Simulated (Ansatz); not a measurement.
**C7H8FIn: how energies converge with the basis set**

Aim: see how fast density functionals converge with the basis set for C7H8FIn.

Method: one geometry, several basis sets; program: Ansatz 0.2.0, Gaussian basis.

Levels to be run: PBE0-D4/def2-SVP; ωB97M-V/def2-SVP; PBE0-D4/def2-QZVPP; ωB97M-V/def2-QZVPP; the functionals' def2-TZVPP values are taken from earlier runs.

**1. Structure used throughout**

All runs share one geometry, relaxed beforehand with PBE0-D4 in a triple-zeta def2 set. In takes the def2 core potential; no spin-orbit term is included.

SMILES `[CH3][In]([F])[c]1ccccc1`, 17 atoms, charge 0, spin multiplicity 1.

Atoms are counted from 1 here; the program's logs count them from 0.

Bond lengths: C1–In2 2.127 Å, C1–H10 1.091 Å, C1–H11 1.090 Å, C1–H12 1.089 Å, In2–F3 1.981 Å, In2–C4 2.116 Å, C4–C5 1.395 Å, C4–C9 1.396 Å, C5–C6 1.388 Å, C5–H13 1.086 Å, C6–C7 1.387 Å, C6–H14 1.084 Å, C7–C8 1.387 Å, C7–H15 1.084 Å, C8–C9 1.388 Å, C8–H16 1.084 Å, C9–H17 1.085 Å. Angles: In2–C1–H10 110.3°, In2–C1–H11 110.6°, In2–C1–H12 108.2°, H10–C1–H11 108.5°, H10–C1–H12 109.5°, H11–C1–H12 109.7°, C1–In2–F3 110.0°, C1–In2–C4 145.4°, F3–In2–C4 104.6°, In2–C4–C5 123.5°, In2–C4–C9 117.6°, C5–C4–C9 118.8°, C4–C5–C6 120.7°, C4–C5–H13 120.6°, C6–C5–H13 118.8°, C5–C6–C7 119.9°, C5–C6–H14 120.0°, C7–C6–H14 120.1° and more.

**2. PBE0-D4 in def2-SVP**

Contents of in.yaml:

```yaml
crystal:
  periodic: [false, false, false]
  atoms:
    - {symbol: C, position_ang: [3.164827, -0.914727, -1.944360]}
    - {symbol: In, position_ang: [1.693150, -0.837215, -0.410779]}
    - {symbol: F, position_ang: [2.230826, -1.997233, 1.103017]}
    - {symbol: C, position_ang: [-0.159625, -0.006013, 0.185196]}
    - {symbol: C, position_ang: [-0.895696, 0.879857, -0.602276]}
    - {symbol: C, position_ang: [-2.104080, 1.391363, -0.150983]}
    - {symbol: C, position_ang: [-2.589826, 1.022329, 1.094944]}
    - {symbol: C, position_ang: [-1.867919, 0.142500, 1.888235]}
    - {symbol: C, position_ang: [-0.659899, -0.369362, 1.436618]}
    - {symbol: H, position_ang: [3.622904, 0.065973, -2.078925]}
    - {symbol: H, position_ang: [2.718230, -1.221537, -2.890656]}
    - {symbol: H, position_ang: [3.927135, -1.634392, -1.648408]}
    - {symbol: H, position_ang: [-0.533258, 1.181731, -1.580265]}
    - {symbol: H, position_ang: [-2.667454, 2.078948, -0.772168]}
    - {symbol: H, position_ang: [-3.533881, 1.421905, 1.448222]}
    - {symbol: H, position_ang: [-2.246872, -0.146380, 2.862352]}
    - {symbol: H, position_ang: [-0.098572, -1.057767, 2.060228]}
basis:
  gaussian: {orbitals: def2-SVP}
hamiltonian: {xc: pbe0, dispersion: d4}
output: {orbitals: {seedname: orbitals}}
```

The run is started by

```console
$ ansatz run in.yaml --threads 2 --pin off --events-out ev --progress --plain --max-ram 22528MiB --backend cpu
```

Further steps of the session: ωB97M-V in def2-SVP; PBE0-D4 in def2-QZVPP; ωB97M-V in def2-QZVPP.

Q: Predict the results of all the runs planned. Wanted: PBE0-D4: double and triple zeta above quadruple; ωB97M-V: double and triple zeta above quadruple.

**Answer**, as computed:

```
                                       quantity           value
PBE0-D4: double and triple zeta above quadruple  12.22, 0.59 eV
ωB97M-V: double and triple zeta above quadruple  12.63, 0.56 eV
```

For PBE0-D4 the step from double to triple zeta gains 11.63 eV and the next only 0.59 eV. These are total energies; as a rule much of such shifts cancels in differences, which this series doesn't test.
